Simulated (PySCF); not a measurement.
# C3BCl2F3: the cost of one run

Computed with PySCF 2.14.0, with density-fitted response routines of our own, on a single molecule in the gas phase. Atoms are numbered from 0 throughout.

## (1) The molecule as given

9 atoms, charge 0, multiplicity 1; geometry from: GFN2-xTB. The atoms were then displaced at random by about 0.01 Å, so the start is not that level's minimum.

Bonds of the start (Å): F0–C1 1.36, C1–F2 1.35, C1–F3 1.33, C1–C4 1.46, C4–C5 1.21, C5–B6 1.53, B6–Cl7 1.72, B6–Cl8 1.71.

## (2) Geometry optimisation at PBE0-D3(BJ)/def2-SVP

Job settings and geometry (Å):

```
{"job": {"xc": "PBE0", "basis": "def2-SVP", "d3": "d3bj", "grid": 1, "shake": 0.01, "kind": "geom"}, "charge": 0, "multiplicity": 1}
F     -2.122040    -1.448270     0.752140
C     -1.852100    -0.295130     0.092480
F     -2.425180    -0.385150    -1.128740
F     -2.434880     0.709830     0.734390
C     -0.407970    -0.072750     0.006030
C      0.780290     0.126020    -0.046970
B      2.294500     0.357320    -0.123330
Cl     2.914390     1.408030    -1.336060
Cl     3.310800    -0.417060     1.016330
```

Started as:

```bash
OMP_NUM_THREADS=1 python probes_run.py task.json out
```

The driver reads the jobs from task.json and runs them one after another.

Q: Estimate the wall time and peak memory of this first job on 1 thread of Arm Neoverse V2, shared host.

About 53 s, with a peak of 0.54 GiB.
